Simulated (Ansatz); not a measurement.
Write a Python script for Ansatz 0.2.0 through its Python package that makes cell relaxations under several functionals of YbAl3, space group Pm-3m. Settings (first run): LDA, PAW, cutoff 380 eV, 6×6×6 k-points, Gaussian smearing of 0.1 eV.

```xyz
4
Lattice="4.2921 0.0000 0.0000 0.0000 4.2921 0.0000 0.0000 0.0000 4.2921" Properties=species:S:1:pos:R:3 pbc="T T T"
Yb    0.0000    0.0000    0.0000
Al    0.0000    2.1460    2.1460
Al    2.1460    2.1460    0.0000
Al    2.1460    0.0000    2.1460
```

`lattice_ybal3.py`
```python
"""Relaxed cell of YbAl3 under several functionals."""

import ansatz as az
import numpy as np

def edges_and_angles(cell):
    cell = np.asarray(cell)
    a, b, c = np.linalg.norm(cell, axis=1)
    cosines = cell[1] @ cell[2] / (b * c), cell[0] @ cell[2] / (a * c), cell[0] @ cell[1] / (a * b)
    return (a, b, c, *np.degrees(np.arccos(cosines)))


def main() -> None:
    system = (
        az.Lattice.cubic(4.2921)
        .space_group(221)
        .atom("Yb", (0.0, 0.0, 0.0))
        .atom("Al", (0.0, 0.5, 0.5))
    )

    calculation = (
        system.calculation()
        .basis(380, xc_grid=1)
        .kpoints(6, 6, 6)
        .occupations("Gaussian")
        .scf(self_checks="low")
        .relax(cell=True, force_tolerance=0.05, max_steps=40)
    )

    levels = [("lda", "none"), ("pbesol", "d3bj"), ("blyp", "d3bj")]
    print("level            a       b       c    alpha   beta  gamma  V/atom  steps")
    for name, dispersion in levels:
        seen = []
        run = calculation.functional(name, dispersion=dispersion).session().plan()
        out = run.execute(on_event=lambda e: seen.append(e) if e["event"] == "relax_step" else None)
        cell = out.lattice.cell_ang
        label = name if dispersion == "none" else f"{name}+{dispersion}"
        print("{:13s} {:7.4f} {:7.4f} {:7.4f} {:6.2f} {:6.2f} {:6.2f}".format(label, *edges_and_angles(cell)), f"{abs(np.linalg.det(cell)) / len(out.lattice.sites):7.3f} {len(seen):5d}")


if __name__ == "__main__":
    main()
```

Output of `python lattice_ybal3.py`:
```text
level            a       b       c    alpha   beta  gamma  V/atom  steps
DeckWarning: basis.ecutwfc = 380 eV is below the records' recommended 420 eV, and the density's cutoff is lower with it unless basis.ecutrho_ratio is high enough to keep the records' density cutoff: compare with a run at a higher cutoff
lda            4.1374  4.1374  4.1374  90.00  90.00  90.00  17.706     7
pbesol+d3bj    4.1207  4.1207  4.1207  90.00  90.00  90.00  17.493     7
blyp+d3bj      4.1364  4.1364  4.1364  90.00  90.00  90.00  17.693     7
```
(Warnings from the package without file and line.)

From smallest to largest: PBEsol+D3BJ (17.49 Å³ an atom, -11.5 % against the start), BLYP+D3BJ (17.69 Å³ an atom, -10.5 % against the start) and LDA (17.71 Å³ an atom, -10.4 % against the start). The spread is 1.2 % in volume.

Notes:
- The settings weren't tested for convergence.
- The cutoff lies under the one recommended for these potentials.
- Semilocal functionals put the nearly full 4f shell of Yb too close to the Fermi level.
- Forces vanish by symmetry, so the ions can't move, and the end may be a saddle.
- BLYP and dispersion corrections can be off by several per cent in the lattices of metals, and by several GPa in the pressure at a fixed cell.
- For a metal this k-point mesh is coarse: on a finer one energies can move by several to tens of meV an atom and pressures by half a GPa or more, differences at one mesh by less.
- The structure comes from a database of computed cells and needn't be a stable or known phase.
- Run time: 47 s on 1 thread of Intel(R) Xeon(R) Platinum 8259CL CPU @ 2.50GHz (Skylake/Cascade Lake) (shared host), peak memory 0.44 GiB.
